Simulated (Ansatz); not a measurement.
# C₃H₆ClGa: how energies converge with the basis set

Aim: see how fast density functionals converge with the basis set for C₃H₆ClGa.

Method: one geometry, several basis sets; program: Ansatz 0.2.0, Gaussian basis.

Plan: PBE0-D4/def2-SVP; ωB97M-V/def2-SVP; PBE0-D4/def2-QZVPP; ωB97M-V/def2-QZVPP; the functionals' def2-TZVPP values are taken from earlier runs.

## (1) The geometry

An earlier PBE0-D4 in a triple-zeta def2 set relaxation fixed the geometry.

11 atoms, charge 0, spin multiplicity 1.

Atoms are counted from 1 here; the program's logs count them from 0.

Bond lengths: C1–C2 1.333 Å, C1–H6 1.086 Å, C1–H7 1.083 Å, C2–C3 1.489 Å, C2–H8 1.089 Å, C3–Ga4 1.971 Å, C3–H9 1.090 Å, C3–H10 1.089 Å, Ga4–Cl5 2.159 Å, Ga4–H11 1.558 Å. Angles: C2–C1–H6 121.6°, C2–C1–H7 121.2°, H6–C1–H7 117.2°, C1–C2–C3 125.6°, C1–C2–H8 118.2°, C3–C2–H8 116.1°, C2–C3–Ga4 99.7°, C2–C3–H9 112.7°, C2–C3–H10 112.6°, Ga4–C3–H9 108.4°, Ga4–C3–H10 112.9°, H9–C3–H10 110.1°, C3–Ga4–Cl5 114.2°, C3–Ga4–H11 129.8°, Cl5–Ga4–H11 115.6°.

## (2) PBE0-D4 in def2-SVP

Input file in.yaml:

```yaml
crystal:
  periodic: [false, false, false]
  atoms:
    - {symbol: C, position_ang: [-1.368642, 0.674120, -0.778724]}
    - {symbol: C, position_ang: [-0.582831, -0.401248, -0.725450]}
    - {symbol: C, position_ang: [0.890082, -0.387351, -0.507068]}
    - {symbol: Ga, position_ang: [0.934405, -0.310964, 1.462304]}
    - {symbol: Cl, position_ang: [1.332100, 1.654609, 2.261910]}
    - {symbol: H, position_ang: [-0.963191, 1.679357, -0.715049]}
    - {symbol: H, position_ang: [-2.440451, 0.579351, -0.900203]}
    - {symbol: H, position_ang: [-1.049107, -1.383120, -0.784739]}
    - {symbol: H, position_ang: [1.364787, 0.513430, -0.896210]}
    - {symbol: H, position_ang: [1.381050, -1.273196, -0.908184]}
    - {symbol: H, position_ang: [0.567300, -1.401988, 2.512013]}
basis:
  gaussian: {orbitals: def2-SVP}
hamiltonian: {xc: pbe0, dispersion: d4}
output: {orbitals: {seedname: orbitals}}
```

Further steps of the session: ωB97M-V in def2-SVP; PBE0-D4 in def2-QZVPP; ωB97M-V in def2-QZVPP.

Q: Predict the results of all the runs planned. Wanted: PBE0-D4: double and triple zeta above quadruple; ωB97M-V: double and triple zeta above quadruple.

As calculated:

| quantity | value |
| --- | --- |
| PBE0-D4: double and triple zeta above quadruple | 16.24, 1.73 eV |
| ωB97M-V: double and triple zeta above quadruple | 16.31, 1.67 eV |

In words: PBE0-D4 gains 14.51 eV from double to triple zeta, then 1.73 eV more. Total energies overstate the basis error of differences, where much of it tends to cancel.
